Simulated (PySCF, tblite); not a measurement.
**C₆H₉O₂P: geometry, infrared bands and NMR shifts**

Wanted: the infrared bands and NMR shifts of C₆H₉O₂P (`C#C[P@@](=O)(O)C1CCC1`), by calculation.

Computed with tblite 0.8.0 and PySCF 2.14.0, with density-fitted response routines of our own, on a single molecule in the gas phase. Atoms count from 0, in the outputs and in this text.

### 1 The starting structure

18 atoms, charge 0, multiplicity 1; geometry from: force field or distance geometry start.

Bonds of the start (Å): C0–C1 1.22, C1–P2 1.76, P2–O3 1.51, P2–O4 1.70, P2–C5 1.79, C5–C6 1.53, C6–C7 1.53, C7–C8 1.54, C8–C5 1.53, C0–H9 1.07, O4–H10 1.00, C5–H11 1.11, C6–H12 1.11, C6–H13 1.09, C7–H14 1.09, C7–H15 1.12, C8–H16 1.12, C8–H17 1.09.

### 2 Relaxing the molecule with GFN2-xTB

Job settings and geometry (Å):

```
{"job": {"kind": "relax", "xc": "GFN2-xTB", "basis": "xTB"}, "charge": 0, "multiplicity": 1}
C      2.790700    -0.436800    -1.693200
C      2.118300     0.066400    -0.811100
P      1.168400     0.802700     0.478700
O      1.834300     0.416800     1.782800
O      1.114200     2.491400     0.325400
C     -0.465300     0.068900     0.486600
C     -1.438300     0.525200    -0.607200
C     -2.040500    -0.867400    -0.382200
C     -0.579200    -1.295400    -0.187100
H      3.349800    -0.880600    -2.484300
H      1.807900     2.715500    -0.353400
H     -1.021200     0.094500     1.450500
H     -0.980900     0.567500    -1.612700
H     -2.084000     1.349900    -0.322200
H     -2.565900    -1.300600    -1.234000
H     -2.551600    -0.867900     0.612300
H     -0.034600    -1.271300    -1.162500
H     -0.430800    -2.172400     0.437200
```

Started as:

```sh
> OMP_NUM_THREADS=1 python probes_run.py task.json out
```

The driver reads the jobs from task.json and runs them one after another.

**Question.** This job is followed by: GFN2-xTB harmonic vibrations, gas phase; GIAO PBE0/pcSseg-1 NMR shielding, non-relativistic, gas phase. Predict these results of the whole session: strongest single infrared mode (GFN2-xTB); zero-point energy (GFN2-xTB); 13C shifts against TMS (PBE0/pcSseg-1); 1H shifts against TMS (PBE0/pcSseg-1); 31P shifts against H3PO4 (PBE0/pcSseg-1); 17O shifts against H2O (PBE0/pcSseg-1).

As calculated:

| quantity | value |
| --- | --- |
| strongest single infrared mode (GFN2-xTB) | 1273 cm⁻¹, 211 km/mol |
| zero-point energy (GFN2-xTB) | 86.0 kcal/mol |
| 13C shifts against TMS (PBE0/pcSseg-1) | 93.6, 82.9, 37.3, 20.5, 19.8, 19.3 ppm |
| 1H shifts against TMS (PBE0/pcSseg-1) | 2.65, 2.48, 2.47, 2.46, 2.42, 2.29, 2.20, 2.15, 2.01 ppm |
| 31P shifts against H3PO4 (PBE0/pcSseg-1) | 17.5 ppm |
| 17O shifts against H2O (PBE0/pcSseg-1) | 156.8, 115.6 ppm |

What this shows: Relaxing lowered the energy by 1.426 eV in 161 steps; the close pair that moved most is P2–O4, from 1.697 to 1.613 Å. No mode is imaginary among the 48: a minimum at this level. The strongest single mode, at 1273 cm⁻¹, is carried by O3, P2, C5. Unscaled tight-binding wavenumbers are off by several per cent, some by more. Its intensities can rank the bands wrongly. At PBE0/pcSseg-1: The widest tensor belongs to C1: span 286 ppm, with a paramagnetic part of -171 ppm.
